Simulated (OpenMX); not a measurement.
The system is MnCuAs.

```
CELL_PARAMETERS angstrom
3.69949 0.00000 0.00000
0.00000 3.69949 0.00000
0.00000 0.00000 6.40842
ATOMIC_POSITIONS crystal
As 0.50000 0.00000 0.22375
As 0.00000 0.50000 0.77625
Cu 0.50000 0.50000 0.50000
Cu 0.00000 0.00000 0.50000
Mn 0.50000 0.00000 0.83598
Mn 0.00000 0.50000 0.16402
```

The cell is a database's computed one.

Base run:

| Item | Value |
| --- | --- |
| Program | OpenMX 3.8.5 |
| Functional | LDA |
| Potentials or basis | OpenMX 2013 LDA set, As7.0-s3p2d2, Cu6.0H-s3p2d2, Mn6.0-s3p2d2, grid cutoff 500 Ry |
| k mesh | 7 × 7 × 5 |
| Occupations | fermi-dirac, width 0.05 eV |
| Spin | collinear spin, ferromagnetic start |
| Starting moments | [0.0, 0.0, 0.6, 0.6, 4.0, 4.0] μB |

Its results: pressure -9.2 GPa; net moment 6.91 μB per cell; site moments As -0.10; Cu +0.00; Mn +3.54 μB; largest force 0.089 eV/Å.

Q: The run is repeated on the same cell with these changes: functional from LDA to PBE; potentials or basis from OpenMX 2013 LDA set, As7.0-s3p2d2, Cu6.0H-s3p2d2, Mn6.0-s3p2d2, grid cutoff 500 Ry to OpenMX 2013 PBE set, As7.0-s3p2d2, Cu6.0H-s3p2d2, Mn6.0-s3p2d2, grid cutoff 500 Ry. What comes out?

A: Pressure 2.1 GPa; net moment 7.21 μB per cell; site moments As -0.14; Cu -0.02; Mn +3.76 μB; largest force 0.086 eV/Å.

Caveats: the basis of atomic orbitals isn't converged, which shifts pressures, moduli and gaps; only a ferromagnetic start was run, and an antiferromagnetic order may lie lower in energy.
